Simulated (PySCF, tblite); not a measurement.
# C4H3FNO radical: geometry, infrared bands and EPR parameters

Aim: predict the infrared bands and EPR parameters of C4H3FNO radical (`[NH]C(=O)C1=C(F)C1`).

Programs: tblite 0.8.0 and PySCF 2.14.0, with density-fitted response routines of our own. Each step states its level of theory. These are calculated values for one molecule in the gas phase, unless marked as measured. Atoms count from 0, in the outputs and in this text.

**1. Starting geometry**

10 atoms, charge 0, multiplicity 2; geometry from: force field or distance geometry start.

Bonds of the start (Å): N0–C1 1.44, C1–O2 1.27, C1–C3 1.45, C3–C4 1.32, C4–F5 1.37, C4–C6 1.48, C6–C3 1.50, N0–H7 1.06, C6–H8 1.12, C6–H9 1.11.

**2. Geometry optimisation with GFN2-xTB**

Job settings and geometry (Å):

```
{"job": {"kind": "relax", "xc": "GFN2-xTB", "basis": "xTB"}, "charge": 0, "multiplicity": 2}
N      1.995000    -1.029800    -0.190200
C      1.251300     0.158100     0.118500
O      1.954300     1.152300     0.483500
C     -0.199200     0.244800     0.054000
C     -1.351100     0.883100     0.197000
F     -1.893200     2.095400     0.526000
C     -1.444100    -0.525200    -0.255300
H      3.047900    -0.951700    -0.097000
H     -1.673000    -0.698100    -1.337400
H     -1.679000    -1.324400     0.478600
```

Started as:

```console
$ OMP_NUM_THREADS=1 python probes_run.py task.json out
```

This one command runs all jobs of the session in turn.

**Question.** This job is followed by: GFN2-xTB harmonic vibrations, gas phase; UKS B3LYP, pcH-1 on C F H N O, non-relativistic, mean-field spin-orbit, GIAO. What will the session give for the following? strongest single infrared mode (GFN2-xTB); zero-point energy (GFN2-xTB); g(iso) (B3LYP); ⟨S²⟩; largest a(iso) (averaged by class); potential on the surface of density 0.002 e/bohr³, 1st and 99th percentile; property runs in this session.

As calculated:

```
                                                                  quantity                                            value
                                 strongest single infrared mode (GFN2-xTB)                            1940 cm⁻¹, 527 km/mol
                                              zero-point energy (GFN2-xTB)                                    38.2 kcal/mol
                                                            g(iso) (B3LYP)                                          2.02319
                                                                      ⟨S²⟩                               0.779 (exact 0.75)
                                        largest a(iso) (averaged by class)                              1H on H7, -47.7 MHz
potential on the surface of density 0.002 e/bohr³, 1st and 99th percentile                               -1.39 V and 1.81 V
                                             property runs in this session  1, of which 0 failed and 1 gave unsound results
```

**Reading.** Relaxing lowered the energy by 0.714 eV in 35 steps; the close pair that moved most is N0–C1, from 1.435 to 1.304 Å. No mode is imaginary among the 24: a minimum at this level. The strongest single mode, at 1940 cm⁻¹, moves mainly C4 and C3. GFN2-xTB is a fitted tight-binding method: band positions and strengths are rough. Its intensities can rank the bands wrongly. The largest share of the spin, 0.75 e, sits on N0. The isotropic g lies 20.9 ppt above the free-electron value. These values are not to be trusted: the run shows nearly degenerate orbitals, where second-order g theory doesn't apply. The conformer search (at its own cheap level) found a structure 5.4 kcal/mol lower, so these spectra needn't be the molecule's.
